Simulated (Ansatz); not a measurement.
# B3H3O3 (SMILES B1OBOBO1): PBE/6-31G(d) (spherical functions)

What is the energy change on altering one bond length of B3H3O3 at PBE/6-31G* (spherical functions)? 

Program for the calculation: Ansatz 0.2.0.

53 further runs of the same task are left out: 3 that didn't finish, 50 set aside as unsound or not needed.

## Step 1: The structure to begin with

B3H3O3 has 9 atoms, charge 0, and is taken as a singlet. SMILES: `B1OBOBO1`. Geometry: relaxed at PBE0-D4/def2-TZVP. This is one conformer, not always the lowest.

Bond lengths: B1–O2 1.372 Å, O2–B3 1.372 Å, B3–O4 1.372 Å, O4–B5 1.372 Å, B1–O6 1.372 Å, B5–O6 1.372 Å, B1–H7 1.190 Å, B3–H8 1.190 Å, B5–H9 1.190 Å. Some angles: B1–O2–B3 120.3°, O2–B1–O6 119.7°, O2–B3–O4 119.7°, B3–O4–B5 120.3°, O4–B5–O6 119.7°, B1–O6–B5 120.3°, O2–B1–H7 120.2°, O6–B1–H7 120.2°, O2–B3–H8 120.2°, O4–B3–H8 120.2°.

## Step 2: The energy at PBE/6-31G(d) (spherical functions)

Input file input.yaml:

```yaml
crystal:
  periodic: [false, false, false]
  atoms:
    - {symbol: B, position_ang: [1.301600, 0.115800, -0.424700]}
    - {symbol: O, position_ang: [0.612800, -1.053500, -0.624800]}
    - {symbol: B, position_ang: [-0.686900, -1.172700, -0.202300]}
    - {symbol: O, position_ang: [-1.297400, -0.115400, 0.423200]}
    - {symbol: B, position_ang: [-0.614800, 1.056900, 0.626900]}
    - {symbol: O, position_ang: [0.684600, 1.168900, 0.201600]}
    - {symbol: H, position_ang: [2.429300, 0.216200, -0.792600]}
    - {symbol: H, position_ang: [-1.281900, -2.188700, -0.377500]}
    - {symbol: H, position_ang: [-1.147300, 1.972500, 1.170100]}
basis:
  gaussian: {orbitals: 6-31G_st_-spherical.json}
hamiltonian: {xc: pbe}
accuracy: high
output: {orbitals: {seedname: orbitals}}
```

The basis set 6-31G* is read from a file made from the Basis Set Exchange's data (not shown).

On the command line:

```sh
$ ansatz run input.yaml --threads 1 --pin off --max-ram 3480MiB --events-out events.jsonl --progress --plain --runs-dir runs
```

What it wrote:

```text
Warning: RAYON_NUM_THREADS=1 ignored (pool sized by the plan → 1); use --threads N
Functional definition: PBE
  name "PBE"
  parameter kappa = 0.804
  parameter beta = 0.06672455060314922
  exchange = pbe_x(kappa = kappa, mu = beta*pi^2/3)
  correlation = pbe_c(beta = beta)
2137 factors; integrals over basis functions are off by at most 2.8e-9 eV
mean field evaluation 1: about -8207.6031 eV, gradient 7.0e1 eV
mean field evaluation 2: about -8182.8722 eV, gradient 1.3e2 eV
mean field evaluation 4: about -8215.9491 eV, gradient 1.2e0 eV
mean field evaluation 8: about -8215.9418 eV, gradient 7.2e-2 eV
mean field evaluation 16: about -8215.9418 eV, gradient 1.7e-6 eV
mean field -8215.94179602 eV, -301.9302920385 hartree, gradient 2.4e-8 eV, S^2 0.000000; 0 other end points of the search recorded, 0 dependent functions left out
reference -8215.94179884 eV, -301.9302921419 hartree; 21, 21 occupied and 69, 69 virtual orbitals, 2137 factors
Total energy: -8215.94179884 eV, -301.9302921419 hartree
```

Run time: 7.5 s. Hardware: 1 thread of Arm Neoverse V1, shared host; peak memory 0.24 GiB.

## Step 3: The distorted shape

Input file job.yaml:

```yaml
crystal:
  periodic: [false, false, false]
  atoms:
    - {symbol: B, position_ang: [1.567835, -0.341975, -0.696285]}
    - {symbol: O, position_ang: [0.879035, -1.511275, -0.896385]}
    - {symbol: B, position_ang: [-0.420665, -1.630475, -0.473885]}
    - {symbol: O, position_ang: [-1.031165, -0.573175, 0.151615]}
    - {symbol: B, position_ang: [-0.348565, 0.599125, 0.355315]}
    - {symbol: O, position_ang: [0.950835, 0.711125, -0.069985]}
    - {symbol: H, position_ang: [2.695535, -0.241575, -1.064185]}
    - {symbol: H, position_ang: [-1.015665, -2.646475, -0.649085]}
    - {symbol: H, position_ang: [-1.147300, 1.972500, 1.170100]}
basis:
  gaussian:
    orbitals: 6-31G_st_-spherical.json
hamiltonian:
  xc: pbe
accuracy: high
output: {orbitals: {seedname: orbitals}}
```

The basis set 6-31G* is read from a file made from the Basis Set Exchange's data (not shown).

On the command line:

```sh
$ ansatz run job.yaml --threads 1 --pin off --max-ram 3480MiB --events-out events.jsonl --progress --plain --runs-dir runs
```

What it wrote:

```text
Warning: RAYON_NUM_THREADS=1 ignored (pool sized by the plan → 1); use --threads N
[... 6 set-up lines as earlier in the session ...]
2129 factors; integrals over basis functions are off by at most 3.0e-9 eV
mean field evaluation 1: about -8205.7035 eV, gradient 7.1e1 eV
mean field evaluation 2: about -8176.1341 eV, gradient 1.4e2 eV
mean field evaluation 4: about -8214.1648 eV, gradient 1.8e0 eV
mean field evaluation 8: about -8214.1642 eV, gradient 2.6e-1 eV
mean field evaluation 16: about -8214.1645 eV, gradient 8.3e-6 eV
mean field -8214.16450751 eV, -301.8649778904 hartree, gradient 1.0e-7 eV, S^2 0.000000; 0 other end points of the search recorded, 0 dependent functions left out
reference -8214.16451042 eV, -301.8649779972 hartree; 21, 21 occupied and 69, 69 virtual orbitals, 2129 factors
Total energy: -8214.16451042 eV, -301.8649779972 hartree
```

Run time: 6.9 s. Hardware: 1 thread of Arm Neoverse V1, shared host; peak memory 0.24 GiB.

## Step 4: Summary of results

Level: PBE/6-31G* (spherical functions).

| quantity | value |
| --- | --- |
| first shape: total energy | -301.93029 Eh |
| first shape: HOMO energy | -7.80 eV |
| first shape: LUMO energy | -1.35 eV |
| first shape: HOMO–LUMO gap | 6.44 eV |
| distorted shape: total energy | -301.86498 Eh |
| distorted shape: HOMO energy | -7.04 eV |
| distorted shape: LUMO energy | -1.59 eV |
| distorted shape: HOMO–LUMO gap | 5.45 eV |
| energy change with the B5–H9 bond stretched from 1.190 to 1.786 Å | 1.777 eV |

In words: With the B5–H9 bond stretched from 1.190 to 1.786 Å the energy rises by 1.78 eV (171 kJ/mol). The first shape isn't relaxed at this level, so the change isn't measured from a minimum.
